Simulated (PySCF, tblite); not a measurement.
# C3H7F3N+: dynamics, then NMR shifts on frames

How do NMR shifts of C3H7F3N+ (`C[NH2+]CC(F)(F)F`) change as the atoms move?

Computed with tblite 0.8.0 and PySCF 2.14.0, with density-fitted response routines of our own, on a single molecule in the gas phase. Atoms count from 0, in the outputs and in this text.

### Step 1. The starting structure

14 atoms, charge 1, multiplicity 1; geometry from: GFN2-xTB.

Bonds of the start (Å): C0–N1 1.48, N1–C2 1.48, C2–C3 1.54, C3–F4 1.31, C3–F5 1.34, C3–F6 1.34, C0–H7 1.09, C0–H8 1.09, C0–H9 1.09, N1–H10 1.03, N1–H11 1.03, C2–H12 1.09, C2–H13 1.09.

### Step 2. A short Langevin run with GFN2-xTB

Job settings and geometry (Å):

```
{"job": {"kind": "md", "xc": "GFN2-xTB", "basis": "xTB", "temperature": 400, "steps": 2000, "every": 50, "frames": 5}, "charge": 1, "multiplicity": 1}
C      1.911806    -0.005473     0.036012
N      0.516446    -0.492475    -0.038047
C     -0.468189     0.589253    -0.258463
C     -1.886679    -0.012930    -0.321369
F     -2.804041     0.906803    -0.514600
F     -1.944881    -0.915366    -1.307287
F     -2.143582    -0.667259     0.817100
H      2.590807    -0.840123     0.198796
H      2.020470     0.698393     0.859044
H      2.185270     0.491831    -0.892755
H      0.282541    -0.988561     0.836717
H      0.437389    -1.181873    -0.802594
H     -0.433146     1.312294     0.562770
H     -0.264888     1.105014    -1.202469
```

With the program's defaults for keys left out, this is: GFN2-xTB Langevin dynamics, gas phase.

On the command line:

```sh
$ OMP_NUM_THREADS=1 python probes_run.py task.json out
```

One launch serves the whole session: the jobs run in the order shown.

The program printed:

```text
t/fs     T/K      E/eV
    0.0   309.9   -725.48160
   25.0   149.6   -725.12031
   50.0   197.6   -725.13000
   75.0   279.4   -725.11692
  100.0   286.0   -724.96510
  125.0   319.4   -724.94522
  150.0   258.9   -724.85383
  175.0   426.1   -725.03902
  200.0   379.1   -724.91883
  225.0   418.4   -724.64334
  250.0   495.8   -724.80077
  275.0   425.1   -724.74961
  300.0   445.5   -724.94642
  325.0   343.8   -724.77539
  350.0   349.8   -724.93325
  375.0   529.4   -725.11317
  400.0   463.8   -725.09909
  425.0   384.1   -724.86242
  450.0   376.4   -724.74394
  475.0   500.9   -725.00283
  500.0   342.7   -724.61370
  525.0   337.6   -724.81304
  550.0   302.5   -724.61352
  575.0   453.1   -724.76952
  600.0   411.1   -724.76112
  625.0   376.8   -724.79590
  650.0   472.1   -724.94050
  675.0   466.0   -724.85494
  700.0   314.4   -724.63337
  725.0   551.8   -724.87298
  750.0   635.8   -724.73083
  775.0   429.4   -724.76120
  800.0   392.7   -724.71249
  825.0   401.8   -724.63545
  850.0   486.1   -724.93418
  875.0   394.6   -724.83147
  900.0   515.8   -724.92972
  925.0   430.7   -724.71072
  950.0   324.0   -724.66122
  975.0   422.1   -724.66295
 1000.0   318.3   -724.51856
```

Wall time 16 s (1 thread of Intel Xeon Platinum 8175M at 2.50GHz, shared host); peak memory 0.18 GiB.

Distance from the start (root mean square after alignment): 0 fs 0.00 Å, 200 fs 0.24 Å, 400 fs 0.25 Å, 600 fs 0.35 Å, 800 fs 0.23 Å, 1000 fs 0.58 Å.

Positions (Å) and forces (eV/Å) at 1000 fs:

```xyz
14

C     2.369   -1.071   -0.092   -2.744   -1.837    2.122
N     0.851   -1.211   -0.377    2.066   -0.875    0.013
C     0.115   -0.208    0.321   -1.487    3.489   -0.889
C    -1.415   -0.364    0.653    0.696   -0.650    0.917
F    -2.029    0.746    0.311   -0.451   -0.198   -0.837
F    -1.883   -1.502    0.129   -0.195    0.539   -0.501
F    -1.648   -0.466    1.963    0.459   -0.218    0.189
H     2.788   -2.063    0.000    0.295   -0.046   -0.145
H     2.402   -0.572    0.856    0.426   -0.052    0.828
H     2.877   -0.460   -0.723    1.146    1.411   -2.307
H     0.533   -2.181   -0.179    0.099    0.349    0.017
H     0.823   -1.033   -1.375   -0.522   -0.340   -0.536
H     0.558    0.278    1.183    0.372   -0.763    0.695
H     0.110    0.713   -0.364   -0.161   -0.810    0.433
```

### Step 3. NMR shieldings: 250 fs, PBE0/pcSseg-1

Job settings and geometry (Å):

```
{"job": {"kind": "nmr", "xc": "PBE0", "basis": "pcSseg-1", "pop": false}, "charge": 1, "multiplicity": 1}
C      1.938100    -0.285500    -0.324500
N      0.518300    -0.697100     0.126700
C     -0.516200     0.136900    -0.502400
C     -1.814500    -0.606300    -0.193000
F     -2.951200     0.069500    -0.476700
F     -1.792100    -1.685000    -0.862900
F     -1.803000    -0.732500     1.193400
H      2.685000    -0.919200     0.146900
H      2.094100     0.805200    -0.151200
H      2.090800    -0.387000    -1.461500
H      0.290800    -0.799900     1.135300
H      0.473500    -1.653300    -0.215600
H     -0.461500     1.129900    -0.149500
H     -0.300700     0.138500    -1.545500
```

Method: GIAO PBE0/pcSseg-1 NMR shielding, non-relativistic, gas phase.

The program printed:

```text
coarse grid: 11920 points
cycle   1  E = -471.8033267985  dE =  1.284e+00  |g| = 9.101e-01  |ddm| = 3.038e+00
cycle   2  E = -471.6507277359  dE =  1.526e-01  |g| = 1.392e+00  |ddm| = 1.226e+00
cycle   3  E = -471.9517299253  dE = -3.010e-01  |g| = 7.394e-02  |ddm| = 6.949e-01
cycle   4  E = -471.9522621461  dE = -5.322e-04  |g| = 4.948e-02  |ddm| = 6.931e-02
cycle   5  E = -471.9526153838  dE = -3.532e-04  |g| = 9.307e-03  |ddm| = 2.881e-02
cycle   6  E = -471.9526274273  dE = -1.204e-05  |g| = 2.383e-03  |ddm| = 6.232e-03
cycle   7  E = -471.9526284356  dE = -1.008e-06  |g| = 4.334e-04  |ddm| = 1.794e-03
final grid: 117032 points
cycle   8  E = -472.0102533572  dE = -5.347e-05  |g| = 7.725e-03  |ddm| = 2.388e-02
cycle   9  E = -472.0102481054  dE =  5.252e-06  |g| = 9.789e-03  |ddm| = 1.081e-02
cycle  10  E = -472.0102662815  dE = -1.818e-05  |g| = 1.147e-03  |ddm| = 5.803e-03
cycle  11  E = -472.0102664824  dE = -2.009e-07  |g| = 2.639e-04  |ddm| = 7.768e-04
cycle  12  E = -472.0102664938  dE = -1.140e-08  |g| = 7.878e-05  |ddm| = 1.704e-04
cycle  13  E = -472.0102664948  dE = -9.702e-10  |g| = 2.021e-05  |ddm| = 5.553e-05
converged SCF energy = -472.0102664948

GIAO shielding tensors (ppm)
atom      isotropic    diamagn.    paramagn.     s11        s22        s33       span
  0 C      135.179     245.115    -109.935    104.097    114.439    187.002     82.905
  1 N      208.131     323.192    -115.062    188.220    208.901    227.272     39.052
  2 C      132.651     251.390    -118.738    115.247    125.174    157.534     42.287
  3 C       56.734     245.102    -188.368     45.244     54.014     70.945     25.700
  4 F      241.416     468.449    -227.033    150.777    234.940    338.531    187.754
  5 F      270.110     471.174    -201.064    209.064    275.809    325.456    116.392
  6 F      239.417     476.191    -236.774    144.051    216.352    357.847    213.796
  7 H       27.422      25.942       1.480     23.057     24.457     34.753     11.695
  8 H       27.114      27.042       0.072     23.134     24.798     33.409     10.275
  9 H       26.468      25.942       0.526     22.671     24.107     32.625      9.954
 10 H       25.740      31.227      -5.487     17.552     25.009     34.658     17.106
 11 H       27.084      31.810      -4.726     19.111     26.841     35.301     16.190
 12 H       28.538      31.494      -2.956     24.538     28.056     33.019      8.482
 13 H       29.005      31.518      -2.513     24.891     28.862     33.263      8.373
```

Run time: 30 s. Hardware: 1 thread of Intel Xeon Platinum 8175M at 2.50GHz, shared host; peak memory 0.71 GiB.

Shifts follow as δ = σ(reference) − σ, with reference shieldings (ppm) from runs at the same level and on the same kind of geometry: 1H TMS 31.72, 13C TMS 186.9, 19F CFCl3 170.9, 15N NH3 267.7. The references are single molecules in the gas phase, so shifts against H2O, NH3, PH3, H3PO4 or CFCl3 are not on the usual liquid scales and can be off by tens of ppm. Each atom is listed at this fixed geometry, with no averaging over motion; a spectrum would average atoms that exchange fast.

| atoms | environment | σ (ppm) | δ (ppm) |
| --- | --- | --- | --- |
| C3 | CF3 carbon | 56.7 | 130.2 |
| C2 | sp3 CH2 bonded to N | 132.7 | 54.3 |
| C0 | methyl carbon bonded to N | 135.2 | 51.7 |
| H10 | hydrogen on an ammonium nitrogen | 25.74 | 5.98 |
| H9 | hydrogen on a methyl carbon bonded to N | 26.47 | 5.25 |
| H11 | hydrogen on an ammonium nitrogen | 27.08 | 4.63 |
| H8 | hydrogen on a methyl carbon bonded to N | 27.11 | 4.60 |
| H7 | hydrogen on a methyl carbon bonded to N | 27.42 | 4.29 |
| H12 | hydrogen on an sp3 CH2 bonded to N | 28.54 | 3.18 |
| H13 | hydrogen on an sp3 CH2 bonded to N | 29.01 | 2.71 |
| N1 | ammonium nitrogen | 208.1 | 59.6 |
| F6 | fluorine of a CF3 group | 239.4 | -68.5 |
| F4 | fluorine of a CF3 group | 241.4 | -70.5 |
| F5 | fluorine of a CF3 group | 270.1 | -99.2 |

The fields below are evaluated on a grid from the run's orbitals.

Frontier orbitals at PBE0/pcSseg-1, with the share of their density that lies nearest to each atom:

| orbital | energy (eV) | lies on |
| --- | --- | --- |
| HOMO | -15.82 | F4 26 %; C2 18 %; F6 17 % |
| LUMO | -4.66 | H11 26 %; H10 20 %; N1 10 % |

ELF in a plane through or near 6 of the atoms.

Ten even steps from '0' (0.00) to '9' (1.00):
```
0000000000000000000000000000
0000000000000000000000000000
0000000000000000000000000000
0000000000000000000000000000
0000000000000010000011000000
0000000000000454100244200000
0000000012101676300377410000
0000000255301664431488730000
0000000366512415684653851000
0000002415377883972378841000
0000037823594784745145530000
0000299997672361144410000000
0000299997256750024310000000
0000089983014420023320000000
0000038950001110023320000000
0000000100000000011100000000
0000000000000000000000000000
0000000000000000000000000000
0000000000000000000000000000
0000000000000000000000000000
```
The map spans 11.1 Å across and 7.7 Å up, centred on the molecule. Atoms in the plane (x, y in Å): C0 (-1.9, 0.0), N1 (-0.5, -0.5), C2 (0.5, 0.6), C3 (1.9, -0.1), F4 (2.9, 0.7), H7 (-2.6, -0.8).

log10 of the density (e/Å³) in the same plane.

Ten even steps from ' ' (-4.0) to '@' (2.0):
```
                                                        
                                                        
                          ........                      
                ........::::::::::..........            
            ..::::::::::----==----::::--------::        
          ..::----------==++++++==----==++++==--::      
          ::--========--==++****++====++****++==::..    
        ..::==++++++++==++****##**++++**####**++--::    
        ::--==++******++++**##@@##******%%%%##++--::    
      ..::--++**##@@**************##########**++--::    
      ..::==++**##%%**########****##%%##****++==--..    
      ..--==++####****##%%##**++++******++====--..      
      ..::==++****++++**##****++++++****++==--..        
        ::--==++++====++++++++====++++++==--::          
        ..::--====----========--====++====--..          
          ..::::::::::--------::----==----::            
              ....................::::::..              
                                                        
                                                        
                                                        
```
The map spans 11.1 Å across and 7.7 Å up, centred on the molecule. Atoms in the plane (x, y in Å): C0 (-1.9, 0.0), N1 (-0.5, -0.5), C2 (0.5, 0.6), C3 (1.9, -0.1), F4 (2.9, 0.7), H7 (-2.6, -0.8).

On the surface of density 0.002 e/bohr³ the electrostatic potential runs, from the 1st to the 99th percentile, from 2.67 V near F4 to 7.39 V near H11.

### Step 4. NMR shieldings: 425 fs, PBE0/pcSseg-1

Job settings and geometry (Å):

```
{"job": {"kind": "nmr", "xc": "PBE0", "basis": "pcSseg-1", "pop": false}, "charge": 1, "multiplicity": 1}
C      2.073800    -0.481000    -0.805000
N      0.777200    -1.091900    -0.296100
C     -0.378700    -0.218700    -0.730600
C     -1.605600    -0.639700     0.113900
F     -2.846400    -0.078100    -0.087700
F     -1.676400    -1.975900     0.114800
F     -1.423900    -0.391100     1.394500
H      2.936700    -1.020400    -0.577900
H      2.265900     0.420700    -0.138400
H      2.021100    -0.175500    -1.886500
H      0.869900    -1.188900     0.718500
H      0.618600    -2.021200    -0.746600
H     -0.121900     0.832900    -0.474900
H     -0.586500    -0.321100    -1.781200
```

With the program's defaults for keys left out, this is: GIAO PBE0/pcSseg-1 NMR shielding, non-relativistic, gas phase.

The program printed:

```text
coarse grid: 11920 points
cycle   1  E = -471.7864785105  dE =  1.190e+00  |g| = 9.438e-01  |ddm| = 3.007e+00
cycle   2  E = -471.6061530524  dE =  1.803e-01  |g| = 1.480e+00  |ddm| = 1.294e+00
cycle   3  E = -471.9481886415  dE = -3.420e-01  |g| = 7.251e-02  |ddm| = 7.440e-01
cycle   4  E = -471.9485824413  dE = -3.938e-04  |g| = 5.617e-02  |ddm| = 6.963e-02
cycle   5  E = -471.9490453940  dE = -4.630e-04  |g| = 8.930e-03  |ddm| = 3.258e-02
cycle   6  E = -471.9490568931  dE = -1.150e-05  |g| = 2.310e-03  |ddm| = 6.290e-03
cycle   7  E = -471.9490577220  dE = -8.290e-07  |g| = 6.225e-04  |ddm| = 1.663e-03
final grid: 117032 points
cycle   8  E = -472.0064849786  dE = -5.330e-05  |g| = 7.677e-03  |ddm| = 2.294e-02
cycle   9  E = -472.0064796427  dE =  5.336e-06  |g| = 9.741e-03  |ddm| = 1.074e-02
cycle  10  E = -472.0064979260  dE = -1.828e-05  |g| = 1.102e-03  |ddm| = 5.774e-03
cycle  11  E = -472.0064981091  dE = -1.830e-07  |g| = 2.751e-04  |ddm| = 7.435e-04
cycle  12  E = -472.0064981212  dE = -1.215e-08  |g| = 8.267e-05  |ddm| = 1.735e-04
cycle  13  E = -472.0064981222  dE = -9.984e-10  |g| = 2.415e-05  |ddm| = 5.845e-05
converged SCF energy = -472.0064981222

GIAO shielding tensors (ppm)
atom      isotropic    diamagn.    paramagn.     s11        s22        s33       span
  0 C      141.497     246.554    -105.056    110.292    125.334    188.865     78.573
  1 N      204.855     321.032    -116.177    189.494    210.754    214.317     24.823
  2 C      124.646     252.996    -128.350     98.490    121.879    153.569     55.079
  3 C       53.706     240.273    -186.567     44.294     52.280     64.545     20.250
  4 F      215.855     470.080    -254.225    115.709    187.769    344.087    228.377
  5 F      241.184     473.480    -232.295    156.108    249.379    318.066    161.957
  6 F      245.037     474.922    -229.885    165.202    245.810    324.098    158.895
  7 H       28.592      26.656       1.936     24.416     25.465     35.896     11.480
  8 H       27.052      28.004      -0.952     22.725     25.117     33.315     10.590
  9 H       27.098      25.666       1.433     22.779     24.830     33.686     10.906
 10 H       26.557      31.705      -5.148     18.908     25.679     35.085     16.177
 11 H       25.674      27.472      -1.798     18.241     23.998     34.784     16.543
 12 H       27.290      31.077      -3.787     23.015     27.544     31.310      8.295
 13 H       27.625      29.558      -1.933     23.713     27.223     31.940      8.227
```

Wall time 22 s (1 thread of Intel Xeon Platinum 8175M at 2.50GHz, shared host); peak memory 0.77 GiB.

Key values: δ C3 133.2, C2 62.3, C0 45.4, N1 62.9, H11 6.04, H10 5.16 ppm.

(Part 1 of 2 ends here.)
